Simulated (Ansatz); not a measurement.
# BeCu2Si2 (element-swapped structure): how the settings move a single-point run

Aim: see which settings change the result for BeCu2Si2 (element-swapped structure), by how much, and at what cost.

Computed with Ansatz 0.2.0 (reference: DFT r2SCAN, plane waves, PAW, scalar-relativistic, no spin polarisation, unless a step's input says otherwise).

## 1. The structure to begin with

The structure is tetragonal, space group I4/mmm (No. 139). The conventional cell has a = 3.545 Å, b = 3.545 Å, c = 9.032 Å, α = 90.00°, β = 90.00°, γ = 90.00°. Cu (site symmetry -4m2) is surrounded by 4 Si at 2.07 Å. Si (site symmetry 4mm) has 4 Cu at 2.07 Å and 1 Si at 2.38 Å and 4 Be at 2.78 Å as nearest neighbours. Be (site symmetry 4/mmm) has 8 Si at 2.78 Å and 8 Cu at 2.87 Å as nearest neighbours.

Coordinates:

```cif
data_structure
_symmetry_space_group_name_H-M 'I4/mmm'
_symmetry_Int_Tables_number 139
_cell_length_a 3.5447
_cell_length_b 3.5447
_cell_length_c 9.0318
_cell_angle_alpha 90.000
_cell_angle_beta 90.000
_cell_angle_gamma 90.000
_cell_volume 113.49
loop_
_atom_site_label
_atom_site_type_symbol
_atom_site_symmetry_multiplicity
_atom_site_Wyckoff_symbol
_atom_site_fract_x
_atom_site_fract_y
_atom_site_fract_z
_atom_site_occupancy
Cu1 Cu 4 d 0.50000 0.00000 0.75000 1
Si1 Si 4 e 0.50000 0.50000 0.86800 1
Be1 Be 2 a 0.00000 0.00000 0.00000 1
```

## 2. Baseline

input.yaml

```yaml
crystal:
  lattice:
    - [0.0, 3.544748, 0.0]
    - [3.544748, 0.0, 0.0]
    - [1.772374, 1.772374, -4.515894]
  atoms:
    - { symbol: Cu, position: [0.75, 0.25, 0.5] }
    - { symbol: Cu, position: [0.25, 0.75, 0.5] }
    - { symbol: Si, position: [0.368, 0.368, 0.264] }
    - { symbol: Si, position: [0.632, 0.632, 0.736] }
    - { symbol: Be, position: [0.0, 0.0, 0.0] }
  symmetry: { tolerance: 0.0003 }
kpoints:
  mp_grid: { grid: [6, 6, 6], shift: [0, 0, 0] }
magnetization:
  spin_polarized: false
scf:
  occupations: { method: fermi_dirac }
hamiltonian:
  pseudopotentials: { kind: paw }
  xc: r2scan
basis:
  ecutwfc: 500
output:
  forces: true
  stress: true
  eigenvalues: true
  write_density: true
  write_potential: true
  elf: true
  volumetric_format: npy
```

Launch:

```sh
$ ansatz run input.yaml --threads 1 --pin off --max-ram 2560MiB --backend cpu --events-out ev --progress --plain --runs-dir out
```

## 3. Again, with xc_grid 3

input.yaml, as its differences from that of step 2:

```diff
@@ -23,2 +23,3 @@
   ecutwfc: 500
+  xc_grid: 3
 output:
@@ -27,5 +28 @@
   eigenvalues: true
-  write_density: true
-  write_potential: true
-  elf: true
-  volumetric_format: npy
```

## 4. Changing settings: occupations.method cold, occupations.width 0.2, scf.algorithm direct_min, n_extra_bands 16

input.yaml, as its differences from that of step 2:

```diff
@@ -17,3 +17,5 @@
 scf:
-  occupations: { method: fermi_dirac }
+  occupations: { method: cold, width: 0.2 }
+  algorithm: direct_min
+  n_extra_bands: 16
 hamiltonian:
```

## 5. Again, with mixing.algorithm anderson, mixing.beta 0.9, mixing.ndim 2

input.yaml, as its differences from that of step 2:

```diff
@@ -18,2 +18,3 @@
   occupations: { method: fermi_dirac }
+  mixing: { algorithm: anderson, beta: 0.9, ndim: 2 }
 hamiltonian:
```

## 6. Again, with mp_grid.shift [0.5, 0.5, 0.5], lower_state_search off, accuracy medium

input.yaml, as its differences from that of step 2:

```diff
@@ -13,3 +13,3 @@
 kpoints:
-  mp_grid: { grid: [6, 6, 6], shift: [0, 0, 0] }
+  mp_grid: { grid: [6, 6, 6], shift: [0.5, 0.5, 0.5] }
 magnetization:
@@ -18,2 +18,3 @@
   occupations: { method: fermi_dirac }
+  lower_state_search: "off"
 hamiltonian:
@@ -27,5 +28,2 @@
   eigenvalues: true
-  write_density: true
-  write_potential: true
-  elf: true
-  volumetric_format: npy
+accuracy: medium
```

Before running it: what results should come out? Wanted: for each run, ending; energy change; pressure; gap; force.

The runs gave:

```
                                                                                          run     ending        energy change  pressure (GPa)  gap (eV)  force (eV/Å)  cycles  time
                                                                                    reference  converged                    0            50.3      0.00          7.23       9  14 s
                                                                                 1: xc_grid 3  converged         0.0 meV/atom            50.3      0.00          7.23       9  10 s
2: occupations.method cold, occupations.width 0.2, scf.algorithm direct_min, n_extra_bands 16  converged  -0.6 meV/atom (σ→0)            50.2      0.00          7.22      10  55 s
                                 3: mixing.algorithm anderson, mixing.beta 0.9, mixing.ndim 2  converged         0.0 meV/atom            50.3      0.00          7.23      12  16 s
                    4: mp_grid.shift [0.5, 0.5, 0.5], lower_state_search off, accuracy medium  converged        +1.1 meV/atom            50.1      0.00          7.23       9  16 s
```

Times don't compare one to one where runs were asked for different outputs or read a saved state (see the inputs); cycles may leave out searches for a lower state.

Residual by cycle in the longest SCF loop of each run; runs are numbered as in the table. The quantity is the density residual dr2, in eV.

```
cycle  reference    run 1    run 2   run 3    run 4
    1      0.468    0.468     0.46   0.468    0.507
    2     0.0735   0.0735  0.00457   0.714   0.0873
    3      0.064    0.064   1.1e-4   0.265   0.0788
    4    0.00701  0.00701   5.4e-7  0.0151   0.0101
    5    0.00109  0.00109   4.7e-8  4.8e-4  0.00153
    6     3.4e-5   3.4e-5   9.6e-6  8.0e-5   3.5e-5
    7     9.8e-7   9.8e-7   4.7e-6  6.0e-5   1.7e-6
    8     1.2e-7   1.2e-7   3.9e-6  1.2e-4   1.9e-7
    9     9.9e-9   9.9e-9   1.9e-7  1.2e-5   1.5e-8
   10          -        -   8.5e-9  2.8e-6        -
   11          -        -        -  3.4e-6        -
   12          -        -        -  3.7e-8        -
```

What this shows: The pressure spans 50.1 to 50.3 GPa over the reference and the converged variants that are taken as comparable (the table has all). The cell is not at rest: the sound run finds 50 GPa, so these are no properties of the crystal at its own volume. 

Caveats on the reference run: its mesh is coarse for a cell with so small a gap or none; the structure is made up and not relaxed.
